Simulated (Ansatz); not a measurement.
## B2GeH7N, SMILES B[N](B)[GeH3]: a comparison of dispersion corrections, step by step

With Ansatz's Python interface.

Run as a notebook:

**Cell 1**
```python
import ansatz as az
```

**Cell 2**
```python
geometry_ang = [
    ("B", [-0.8073, 1.0053, 0.8115]),
    ("N", [0.2263, -0.0049, 0.5835]),
    ("B", [-0.4487, -1.3833, 0.6252]),
    ("Ge", [0.9671, 0.2427, -1.1514]),
    ("H", [-0.6269, 2.167, 0.4919]),
    ("H", [-1.6006, 0.9492, 1.7109]),
    ("H", [0.2082, -2.3106, 0.2174]),
    ("H", [-1.0949, -1.6348, 1.535]),
    ("H", [1.9799, -0.8217, -1.3959]),
    ("H", [-0.2559, 0.0933, -2.1542]),
    ("H", [1.5181, 1.6408, -1.2534]),
]
system = az.Crystal.molecule()
for symbol, xyz in geometry_ang:
    system = system.atom(symbol, xyz)
```

**Cell 3**
```python
model = system.calculation()
model = model.basis(gaussian="def2-SVP")
model = model.scf(lower_state_search="light")
for name in ["pbe", "b3lyp"]:
    for correction in ("d3bj", "d4"):
        r = model.functional(name, dispersion=correction).run(threads=1).report
        print(f"{name:8s} {correction:5s} total {r['free_energy_ev']:.5f} eV, of which dispersion {1000 * r['dispersion']['energy']['ev']:.2f} meV")
```
Output:
```text
pbe      d3bj  total -59452.09926 eV, of which dispersion -219.42 meV
pbe      d4    total -59452.09849 eV, of which dispersion -218.65 meV
b3lyp    d3bj  total -59467.20833 eV, of which dispersion -395.05 meV
b3lyp    d4    total -59467.16732 eV, of which dispersion -354.03 meV
```

Reading the output:
- These settings explore the input space; basis and method may be short of convergence.
- The geometry is a force-field or estimated start, not a minimum of this method, and the basis set is short of its limit. D4 holds the three-body term, and d3bj doesn't.
- b3lyp holds the VWN-RPA fit, as in Gaussian; the form of ORCA and Turbomole is b3lyp5.
- Hardware and time: 4.9 s on 1 thread of AMD EPYC 9R45 96-Core Processor (Zen 5), on a shared host, peak memory 0.28 GiB.
